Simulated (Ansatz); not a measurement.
# BH4NO2: the cost of one run

The runs use Ansatz 0.2.0, Gaussian basis; PBE0-D4/def2-TZVP structures, single points in def2-TZVPP, no counterpoise correction.

Levels: SPW92, PBE-D4, BLYP-D4, r2SCAN-D4, B97M-V, PBE0-D4, B3LYP-D4, r2SCAN0-D4, BHLYP-D4, CAM-B3LYP-D4, wB97X-V, wB97M-V, B2PLYP, PBE-QIDH, RPA on PBE, Hartree-Fock, MP2, CCSD, CCSD(T).

Cores are frozen in the correlated methods. Filled d shells of the heavier atoms are correlated. B3LYP uses VWN-RPA correlation. B2PLYP carries no dispersion term here.

94 further runs of the same task are left out: 94 set aside as unsound or not needed.

### Step 1. Starting geometry

The complex: 12 atoms, charge 0, spin multiplicity 1.

Atoms are counted from 1 here; the program's logs count them from 0.

Bond lengths: B1–N2 1.412 Å, B1–O3 1.366 Å, B1–O4 1.384 Å, N2–H7 1.002 Å, N2–H8 1.004 Å, O3–H9 0.964 Å, O4–H10 0.957 Å, H5–As6 1.516 Å, As6–H11 1.516 Å, As6–H12 1.522 Å. Angles: N2–B1–O3 118.6°, N2–B1–O4 123.2°, O3–B1–O4 118.3°, B1–N2–H7 125.0°, B1–N2–H8 120.8°, H7–N2–H8 114.2°, B1–O3–H9 111.9°, B1–O4–H10 114.2°, H5–As6–H11 93.4°, H5–As6–H12 93.3°, H11–As6–H12 93.3°.

Coordinates:

```xyz
12
AsBH7NO2
B     0.64871   -0.62079   -0.91849
N     1.53669   -1.43902   -1.65107
O    -0.26052    0.13472   -1.60383
O     0.65396   -0.54571    0.46330
H    -0.50548    2.03365    2.14284
As   -1.68224    1.54692    1.31988
H     2.23889   -2.02924   -1.24794
H     1.50181   -1.46620   -2.65378
H    -0.81612    0.65439   -1.01102
H     1.31319   -1.09787    0.88416
H    -1.95681    0.37411    2.24083
H    -2.67198    2.45504    2.03491
```

Its parts: BH₄NO₂ holds atoms 1, 2, 3, 4, 7, 8, 9, 10; AsH₃ holds atoms 5, 6, 11, 12. Each part counts its atoms afresh in its own runs.

### Step 2. Relaxing BH₄NO₂ alone

The input, relax-a/in.yaml:

```yaml
crystal:
  periodic: [false, false, false]
  atoms:
    - {symbol: B, position_ang: [0.648706, -0.620795, -0.918487]}
    - {symbol: N, position_ang: [1.536688, -1.439024, -1.651065]}
    - {symbol: O, position_ang: [-0.260520, 0.134723, -1.603831]}
    - {symbol: O, position_ang: [0.653963, -0.545710, 0.463300]}
    - {symbol: H, position_ang: [2.238890, -2.029241, -1.247935]}
    - {symbol: H, position_ang: [1.501810, -1.466197, -2.653778]}
    - {symbol: H, position_ang: [-0.816123, 0.654392, -1.011017]}
    - {symbol: H, position_ang: [1.313189, -1.097872, 0.884158]}
basis:
  gaussian: {orbitals: def2-TZVP}
hamiltonian: {xc: pbe0, dispersion: d4}
relax: {f_tol: 0.005, max_steps: 200}
```

Started as:

```console
ansatz run in.yaml --threads 8 --pin off --events-out ev --progress --plain --max-ram 19148MiB
```

**Question.** How long does this run take on 8 threads of Arm Neoverse V1, shared host?

About 4.9 s.
